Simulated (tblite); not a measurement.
# C2H9FSSi2: the cost of one run

Computed with tblite 0.8.0 and PySCF 2.14.0, with density-fitted response routines of our own, on a single molecule in the gas phase. Atoms count from 0, in the outputs and in this text.

### Step 1. The molecule as given

15 atoms, charge 0, multiplicity 1; geometry from: force field or distance geometry start.

Bonds of the start (Å): C0–S1 1.83, S1–C2 1.82, C2–F3 1.35, C2–Si4 1.85, C2–Si5 1.85, C0–H6 1.10, C0–H7 1.09, C0–H8 1.09, Si4–H9 1.49, Si4–H10 1.50, Si4–H11 1.49, Si5–H12 1.50, Si5–H13 1.49, Si5–H14 1.49.

### Step 2. Optimising the geometry with GFN2-xTB

What the job is given:

```
{"job": {"kind": "relax", "xc": "GFN2-xTB", "basis": "xTB"}, "charge": 0, "multiplicity": 1}
C      2.518200     0.291000     0.046100
S      1.166100    -0.195200    -1.079800
C     -0.201400    -0.269500     0.121900
F      0.265500    -0.587100     1.345300
Si    -1.447100    -1.528300    -0.411800
Si    -1.112400     1.341200     0.190300
H      2.280200     1.245800     0.533900
H      2.691900    -0.475200     0.802900
H      3.431900     0.418100    -0.533000
H     -2.592100    -1.635500     0.536000
H     -2.033700    -1.233700    -1.759600
H     -0.855400    -2.893500    -0.499500
H     -0.207900     2.447200     0.632100
H     -1.676600     1.751000    -1.122200
H     -2.231600     1.331600     1.175400
```

On the command line:

```console
$ OMP_NUM_THREADS=1 python probes_run.py task.json out
```

This one command runs all jobs of the session in turn.

**Question.** How long does this first job take on 1 thread of Arm Neoverse V1, shared host, and how much memory does it need?

About 1.1 s, with a peak of 0.17 GiB.
